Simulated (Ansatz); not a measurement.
# FH4NO2Si: one species, many methods

One table from this session's results is given with a row withheld; the runs are named, their logs left out.

The runs use Ansatz 0.2.0, Gaussian basis; functionals in def2-TZVPP, the program's frozen cores in correlated methods.

The runs, in order: LDA (SPW92), PBE-D4, revPBE-D4, BLYP-D4, r2SCAN-D4, B97M-V, PBE0-D4, B3LYP-D4, r2SCANh-D4, r2SCAN0-D4, HSE06-D4, BHLYP-D4, CAM-B3LYP-D4, LC-ωPBE, ωB97X-V, ωB97M-V, B2PLYP, PBE-QIDH; CCSD(T)/def2-SVP; CCSD(T)/def2-TZVPP; MP2/def2-QZVPP; extrapolation to the limit; RPA on PBE.

## Structure used throughout

An earlier PBE0-D4 in a triple-zeta def2 set relaxation fixed the geometry.

SMILES `N[Si](O)(O)F`, 9 atoms, charge 0, spin multiplicity 1.

Atoms are counted from 1 here; the program's logs count them from 0.

Bond lengths: N1–Si2 1.687 Å, N1–H6 1.005 Å, N1–H7 1.006 Å, Si2–O3 1.629 Å, Si2–O4 1.629 Å, Si2–F5 1.593 Å, O3–H8 0.958 Å, O4–H9 0.958 Å. Angles: Si2–N1–H6 121.5°, Si2–N1–H7 120.8°, H6–N1–H7 112.4°, N1–Si2–O3 105.4°, N1–Si2–O4 110.7°, N1–Si2–F5 115.6°, O3–Si2–O4 115.7°, O3–Si2–F5 107.5°, O4–Si2–F5 102.2°, Si2–O3–H8 117.1°, Si2–O4–H9 116.2°.

Set-up of the first run:

Input file in.yaml:

```yaml
crystal:
  periodic: [false, false, false]
  atoms:
    - {symbol: N, position_ang: [-0.604649, 0.416547, -1.168501]}
    - {symbol: Si, position_ang: [0.279448, 0.083059, 0.229062]}
    - {symbol: O, position_ang: [0.807689, -1.448107, 0.051696]}
    - {symbol: O, position_ang: [-0.615910, 0.372354, 1.558981]}
    - {symbol: F, position_ang: [1.554981, 1.005744, 0.473313]}
    - {symbol: H, position_ang: [-1.149137, 1.257047, -1.257558]}
    - {symbol: H, position_ang: [-0.316204, 0.050409, -2.059806]}
    - {symbol: H, position_ang: [1.589225, -1.699823, 0.545035]}
    - {symbol: H, position_ang: [-1.456843, -0.083531, 1.610679]}
basis:
  gaussian: {orbitals: def2-TZVPP}
hamiltonian: {xc: lda}
output: {orbitals: {seedname: orbitals}}
```

Started as:

```
$ ansatz run in.yaml --threads 4 --pin off --events-out ev --progress --plain --max-ram 10444MiB
```

Steps of the session up to this table: LDA; PBE-D4 (GGA); revPBE-D4 (GGA); BLYP-D4 (GGA); r2SCAN-D4 (meta-GGA); B97M-V (meta-GGA); B3LYP-D4 (hybrid); r2SCANh-D4 (hybrid); r2SCAN0-D4 (hybrid); HSE06-D4 (hybrid); BHLYP-D4 (hybrid); CAM-B3LYP-D4 (range-separated); LC-ωPBE (range-separated); ωB97X-V (range-separated); ωB97M-V (range-separated); B2PLYP (double hybrid); PBE-QIDH (double hybrid).

One table of the session follows, with a row left open; its other results are not shown here.

It belongs to the step «Frontier levels by functional». 

```
  functional  HOMO (eV)  LUMO (eV)  gap (eV)
 LDA (SPW92)      -6.64      -0.48      6.16
      PBE-D4      -6.45      -0.34      6.11
   revPBE-D4          ?          ?         ?
     BLYP-D4      -6.33      -0.39      5.93
   r2SCAN-D4      -6.78       0.38      7.17
      B97M-V      -6.86      -0.08      6.78
     PBE0-D4      -8.00       0.54      8.54
    B3LYP-D4      -7.73       0.14      7.88
  r2SCANh-D4      -7.36       0.64      8.01
  r2SCAN0-D4      -8.24       1.01      9.24
    HSE06-D4      -7.59       0.17      7.76
    BHLYP-D4      -9.46       1.14     10.60
CAM-B3LYP-D4      -9.49       1.27     10.77
     LC-ωPBE     -10.95       2.66     13.61
     ωB97X-V     -10.54       2.43     12.97
     ωB97M-V     -10.43       1.97     12.40
```

Estimate the missing values for revPBE-D4.

As computed: HOMO (eV): -6.37; LUMO (eV): -0.26; gap (eV): 6.12. In the column «HOMO (eV)» it lies between PBE-D4 (-6.45) and BLYP-D4 (-6.33).
